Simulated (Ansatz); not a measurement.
GeCN2 under changes of volume

One of the cells (13.716 Å³/atom); the others are scaled copies at fixed shape and fractional positions:

```xyz
4
Lattice="1.7938 1.0356 4.9220 -1.7938 1.0356 4.9220 0.0000 -2.0713 4.9220" Properties=species:S:1:pos:R:3 pbc="T T T"
Ge    0.0000    0.0000    0.0000
N     0.0000    0.0000    8.6219
N     0.0000    0.0000    6.1440
C     0.0000    0.0000    7.3829
```

The cell comes from a database or a generator and needn't be the stable form of this composition.

| Item | Value |
| --- | --- |
| Program | Ansatz 0.2.0 |
| Functional | LDA |
| Potentials or basis | all-electron LAPW, scalar-relativistic |
| Cutoff | 675 eV (chosen from the basis error) |
| Basis error allowed | 0.002 eV/atom |
| k mesh | 9 × 9 × 9 |
| Occupations | fermi-dirac, width 0.05 eV |
| Spin | no spin polarisation |

```csv
volume (Å³/atom),energy over the lowest point (meV/atom),pressure (GPa),gap on the mesh (eV),largest force (eV/Å)
12.893,?,?,?,?
13.167,0.00,-1.3,0.88,0.887
13.441,4.68,-4.1,0.93,0.261
13.716,13.91,-6.6,0.97,0.322
13.990,27.25,-8.9,1.02,0.867
14.264,44.30,-11.0,1.05,1.375
14.538,64.72,-12.8,1.09,1.849
```

**Question.** What does the run at 12.893 Å³/atom give?

**Answer.** Energy over the lowest point 0.34 meV/atom; pressure 1.8 GPa; gap on the mesh 0.83 eV; largest force 1.558 eV/Å.

Worked out: A Birch-Murnaghan fit of order 3 (a polynomial in V^(-2/3)) to the other rows has its minimum at 13.05 Å³/atom, just outside them, with B0 = V·E''(V) = 145 GPa and B' = 3.7 at fixed shape and positions, which overstates the stiffness. It gives 0.34 meV/atom at 12.893 Å³/atom, against the run's 0.34, and -dE/dV = 1.8 GPa, against 1.8. A straight line through the other rows of the gap, of slope 2.11 eV per unit of ln V, extrapolates to 0.84 eV, against the run's 0.83.

Energies are extrapolated to zero smearing.

Caveats: an odd mesh through Γ misses points on the zone boundary, where band edges often lie; forces of over 1 eV/Å show positions far from the minimum, so gaps and moduli don't describe the material at rest (some runs). Spin-orbit coupling on Ge is left out.
